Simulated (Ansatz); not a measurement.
**ZrCu (CsCl type): equation of state and elastic constants**

One table from this session's results is given with a row withheld; the runs are named, their logs left out.

Program: Ansatz 0.2.0. Level of theory: DFT PBEsol, scalar-relativistic, plane waves, PAW. These are calculated values, not measurements.

### The starting structure

The structure is cubic, space group Pm-3m (No. 221). Conventional cell: a = 3.224 Å, b = 3.224 Å, c = 3.224 Å, α = 90.00°, β = 90.00°, γ = 90.00°. Zr (site symmetry m-3m) is surrounded by 8 Cu at 2.79 Å. Cu (site symmetry m-3m) has 8 Zr at 2.79 Å as nearest neighbours.

As a file:

```cif
data_structure
_symmetry_space_group_name_H-M 'P 1'
_symmetry_Int_Tables_number 1
_cell_length_a 3.2244
_cell_length_b 3.2244
_cell_length_c 3.2244
_cell_angle_alpha 90.000
_cell_angle_beta 90.000
_cell_angle_gamma 90.000
_cell_volume 33.52
loop_
_atom_site_label
_atom_site_type_symbol
_atom_site_fract_x
_atom_site_fract_y
_atom_site_fract_z
_atom_site_occupancy
Zr1 Zr 0.00000 0.00000 0.00000 1
Cu1 Cu 0.50000 0.50000 0.50000 1
```

An earlier run at PBEsol left this cell at 16.762 Å³/atom and 0.00 GPa (10×10×10 mesh).

Volume factors to run: 0.980, 1.020, 0.960, 1.040.

Set-up of the first run:

Input file input.yaml:

```yaml
crystal:
  lattice:
    - [3.2028000588, 0.0, 0.0]
    - [0.0, 3.2028000588, 0.0]
    - [0.0, 0.0, 3.2028000588]
  atoms:
    - { symbol: Zr, position: [0.0, 0.0, 0.0] }
    - { symbol: Cu, position: [0.5, 0.5, 0.5] }
basis:
  ecutwfc: 420
  ecutrho_ratio: 4
kpoints:
  mp_grid: { grid: [10, 10, 10] }
hamiltonian:
  xc: pbesol
scf:
  occupations: { method: gaussian, width: 0.05 }
output:
  forces: true
  stress: true
  eigenvalues: true
```

Steps of the session up to this table: Scaling the volume by 0.980; Volume × 1.020; At 0.960 of the relaxed volume; Scaling the volume by 1.040.

One of the session's tables, all rows but one given; the rest of the session is left out.

It belongs to the step «Energy and pressure against volume». 

```
volume (Å³/atom)  energy (meV/atom)  pressure (GPa)
          16.092              11.78            5.81
          16.427               2.85            2.76
          16.762               0.00            0.00
          17.098                  ?               ?
          17.433              10.19           -4.73
```

Estimate the missing values for volume (Å³/atom) = 17.098.

Worked estimate for «energy (meV/atom)». A straight line through the neighbours (16.762, 0.00) and (17.433, 10.19) gives 0.00 + (10.19 − 0.00) × (17.098 − 16.762) / (17.433 − 16.762) = 5.10; a parabola fitted to 3 rows on both sides gives 2.45.

**Answer.** energy (meV/atom): 2.62; pressure (GPa): -2.49. In «energy (meV/atom)» the line misses by +2.48 and the parabola by -0.17.
